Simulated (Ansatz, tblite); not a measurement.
# BeMeBr (CH3BeBr): rung by rung

Aim: run the singlet of BeMeBr (CH3BeBr) at one geometry on many levels, and compare frontier levels, spin and run time.

Program: Ansatz 0.2.0, Gaussian basis. Level of theory: as each input shows. These are calculated values, not measurements.

The runs, in order: GFN1-xTB, GFN2-xTB, PBE-D4/def2-TZVP, r2SCAN-D4/def2-TZVP, ωB97M-V/def2-TZVP, r2SCANh-D4/def2-TZVP, PBE-QIDH/def2-TZVP, revPBE-D4/def2-TZVP, HSE06-D4/def2-TZVP, LDA/def2-TZVP, ωB97X-V/def2-TZVP, PBE-D4/def2-SVP, PBE0-D4/def2-SVP, PBE0-D4/def2-TZVPD, PBE-D4/def2-TZVPD, r2SCAN-D4/def2-TZVPD, CCSD(T)/def2-TZVPP, MP2/def2-TZVP, RPA/def2-TZVP, CCSD(T)/def2-TZVPD.

**1. The relaxed structure**

The geometry is that of the singlet, from an earlier relaxation (PBE0-D4/def2-TZVP).

6 atoms, charge 0, spin multiplicity 1.

Bond lengths: Be1–C2 1.672 Å, Be1–Br6 1.966 Å, C2–H3 1.095 Å, C2–H4 1.095 Å, C2–H5 1.095 Å. Angles: C2–Be1–Br6 179.6°, Be1–C2–H3 111.8°, Be1–C2–H4 111.5°, Be1–C2–H5 111.6°, H3–C2–H4 107.2°, H3–C2–H5 107.2°, H4–C2–H5 107.2°.

PBE0-D4/def2-TZVP was run before; its log isn't repeated, and its numbers join the tables.

**2. GFN1-xTB**

Tight binding, by tblite at 300 K electronic temperature and without a spin-polarisation term:

```python
tblite.interface.Calculator('GFN1-xTB', numbers, positions, charge=0, uhf=0).singlepoint()
```

Energy -228.3726 eV, HOMO -11.36 eV, LUMO -5.29 eV; 0.003 s.

**3. GFN2-xTB**

Tight binding, by tblite at 300 K electronic temperature and without a spin-polarisation term:

```python
tblite.interface.Calculator('GFN2-xTB', numbers, positions, charge=0, uhf=0).singlepoint()
```

Energy -230.4233 eV, HOMO -11.20 eV, LUMO -5.45 eV; 0.003 s.

**4. PBE-D4/def2-TZVP**

start.molden holds the orbitals of an earlier run on this state, given as this run's starting guess.

The input, in.yaml:

```yaml
crystal:
  periodic: [false, false, false]
  atoms:
    - {symbol: Be, position_ang: [-0.008063, 0.006269, -0.988906]}
    - {symbol: C, position_ang: [0.002810, -0.000393, 0.682918]}
    - {symbol: H, position_ang: [-0.440518, 0.911238, 1.096623]}
    - {symbol: H, position_ang: [1.021447, -0.073554, 1.077972]}
    - {symbol: H, position_ang: [-0.562199, -0.847346, 1.086007]}
    - {symbol: Br, position_ang: [-0.013457, 0.003786, -2.954604]}
basis:
  gaussian: {orbitals: def2-TZVP, initial_orbitals: start.molden}
hamiltonian: {xc: pbe, dispersion: d4}
scf: {omitted_lower_state_checks: [starts]}
output: {forces: true, orbitals: {seedname: orbitals}}
```

Started as:

```console
$ ansatz run in.yaml --threads 4 --pin off --events-out ev --progress --plain --max-ram 3916MiB
```

The runs that follow: r2SCAN-D4/def2-TZVP; ωB97M-V/def2-TZVP; r2SCANh-D4/def2-TZVP; PBE-QIDH/def2-TZVP; revPBE-D4/def2-TZVP; HSE06-D4/def2-TZVP; LDA/def2-TZVP; ωB97X-V/def2-TZVP; PBE-D4/def2-SVP; PBE0-D4/def2-SVP; PBE0-D4/def2-TZVPD; PBE-D4/def2-TZVPD; r2SCAN-D4/def2-TZVPD; CCSD(T)/def2-TZVPP; MP2/def2-TZVP; RPA/def2-TZVP; CCSD(T)/def2-TZVPD.

Q: Predict the results of all the runs planned. Wanted: gap in def2-TZVP, named functionals, smallest and largest; correlation energy, CCSD(T)/def2-TZVPP; correlation energy, MP2/def2-TZVP; correlation energy, CCSD(T)/def2-TZVPD; binding an atom, CCSD(T)/def2-TZVPP; PBE0 total energy, smallest basis above largest.

As calculated:

```
                                                 quantity                              value
gap in def2-TZVP, named functionals, smallest and largest  6.57 eV (LDA), 12.29 eV (ωB97X-V)
                   correlation energy, CCSD(T)/def2-TZVPP                          -15.40 eV
                        correlation energy, MP2/def2-TZVP                          -13.96 eV
                   correlation energy, CCSD(T)/def2-TZVPD                          -15.29 eV
                      binding an atom, CCSD(T)/def2-TZVPP                           3.356 eV
          PBE0 total energy, smallest basis above largest    10.18 eV (def2-SVP, def2-TZVPD)
```

Over the named functionals in def2-TZVP the gap runs from 6.57 eV (LDA) to 12.29 eV (ωB97X-V); exact exchange widens it. The functionals in def2-TZVP miss CCSD(T)/def2-TZVPP by +0.089 (revPBE-D4) to +0.535 eV (LDA) an atom. CCSD(T)/def2-TZVPP isn't at the basis-set limit; small misses against it rank nothing.
